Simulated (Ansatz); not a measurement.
**C₆H₁₆Cl₂GeN₂: small, medium and large basis sets**

One table from this session's results is given with a row withheld; the runs are named, their logs left out.

Computed with Ansatz 0.2.0, Gaussian basis. Level: one geometry, several basis sets.

Levels to be run: PBE0-D4/def2-SVP; ωB97M-V/def2-SVP; PBE0-D4/def2-QZVPP; ωB97M-V/def2-QZVPP; the functionals' def2-TZVPP values are taken from earlier runs.

### The relaxed structure

An earlier PBE0-D4 in a triple-zeta def2 set relaxation fixed the geometry.

27 atoms, charge 0, spin multiplicity 1.

Atoms are counted from 1 here; the program's logs count them from 0.

Bond lengths: C1–C2 1.522 Å, C1–H12 1.093 Å, C1–H13 1.091 Å, C1–H14 1.095 Å, C2–C3 1.520 Å, C2–N4 1.460 Å, C2–H15 1.096 Å, C3–H16 1.095 Å, C3–H17 1.091 Å, C3–H18 1.093 Å, N4–Ge5 1.797 Å, N4–H19 1.011 Å, Ge5–Cl6 2.157 Å, Ge5–Cl7 2.157 Å, Ge5–N8 1.797 Å, N8–C9 1.460 Å, N8–H20 1.011 Å, C9–C10 1.522 Å and more. Angles: C2–C1–H12 111.1°, C2–C1–H13 111.0°, C2–C1–H14 110.3°, H12–C1–H13 108.4°, H12–C1–H14 107.7°, H13–C1–H14 108.1°, C1–C2–C3 111.6°, C1–C2–N4 112.5°, C1–C2–H15 108.5°, C3–C2–N4 109.5°, C3–C2–H15 108.1°, N4–C2–H15 106.4°, C2–C3–H16 110.5°, C2–C3–H17 110.8°, C2–C3–H18 111.0°, H16–C3–H17 108.0°, H16–C3–H18 107.8°, H17–C3–H18 108.7° and more.

The first run:

Input file in.yaml:

```yaml
crystal:
  periodic: [false, false, false]
  atoms:
    - {symbol: C, position_ang: [-1.909382, -2.532493, -1.137345]}
    - {symbol: C, position_ang: [-1.236882, -1.605432, -0.135466]}
    - {symbol: C, position_ang: [-1.570620, -1.992397, 1.296263]}
    - {symbol: N, position_ang: [-1.580269, -0.203207, -0.354880]}
    - {symbol: Ge, position_ang: [-0.602467, 0.854710, -1.429370]}
    - {symbol: Cl, position_ang: [-1.686877, 2.719114, -1.463676]}
    - {symbol: Cl, position_ang: [-0.393251, 0.242508, -3.487158]}
    - {symbol: N, position_ang: [1.084162, 0.898558, -0.810323]}
    - {symbol: C, position_ang: [1.397232, 1.363397, 0.538083]}
    - {symbol: C, position_ang: [1.673981, 2.858848, 0.587873]}
    - {symbol: C, position_ang: [2.561426, 0.560155, 1.095272]}
    - {symbol: H, position_ang: [-1.616187, -3.571845, -0.969355]}
    - {symbol: H, position_ang: [-1.645270, -2.260971, -2.160999]}
    - {symbol: H, position_ang: [-2.998193, -2.473167, -1.039344]}
    - {symbol: H, position_ang: [-0.151166, -1.681895, -0.264924]}
    - {symbol: H, position_ang: [-2.646595, -1.902893, 1.475788]}
    - {symbol: H, position_ang: [-1.054824, -1.340499, 2.003198]}
    - {symbol: H, position_ang: [-1.283279, -3.026958, 1.498942]}
    - {symbol: H, position_ang: [-2.575478, -0.027682, -0.375577]}
    - {symbol: H, position_ang: [1.783423, 1.145519, -1.497144]}
    - {symbol: H, position_ang: [0.513355, 1.152445, 1.150991]}
    - {symbol: H, position_ang: [0.823553, 3.427572, 0.207489]}
    - {symbol: H, position_ang: [1.879110, 3.186794, 1.610025]}
    - {symbol: H, position_ang: [2.548704, 3.104505, -0.023000]}
    - {symbol: H, position_ang: [3.460753, 0.721768, 0.492731]}
    - {symbol: H, position_ang: [2.788426, 0.860404, 2.121080]}
    - {symbol: H, position_ang: [2.334914, -0.507254, 1.084526]}
basis:
  gaussian: {orbitals: def2-SVP}
hamiltonian: {xc: pbe0, dispersion: d4}
output: {orbitals: {seedname: orbitals}}
```

Run with:

```sh
$ ansatz run in.yaml --threads 11 --pin off --events-out ev --progress --plain --max-ram 174080MiB --backend cpu
```

Among the steps run: PBE0-D4 in def2-SVP; ωB97M-V in def2-SVP; PBE0-D4 in def2-QZVPP; ωB97M-V in def2-QZVPP.

One table of the session follows, with a row left open; its other results are not shown here.

It belongs to the step «Density functionals: the series». 

| functional | basis | HOMO (eV) | LUMO (eV) |
| --- | --- | --- | --- |
| PBE0-D4 | def2-SVP | -7.10 | 0.09 |
| PBE0-D4 | def2-TZVPP | -7.21 | -0.25 |
| PBE0-D4 | def2-QZVPP | ? | ? |
| ωB97M-V | def2-SVP | -9.41 | 2.18 |
| ωB97M-V | def2-TZVPP | -9.54 | 1.68 |
| ωB97M-V | def2-QZVPP | -9.56 | 1.29 |

**Question.** Estimate the row for PBE0-D4, def2-QZVPP.

**Answer.** HOMO (eV): -7.24; LUMO (eV): -0.39. In the column «HOMO (eV)» it lies between ωB97M-V, def2-SVP (-9.41) and PBE0-D4, def2-TZVPP (-7.21).
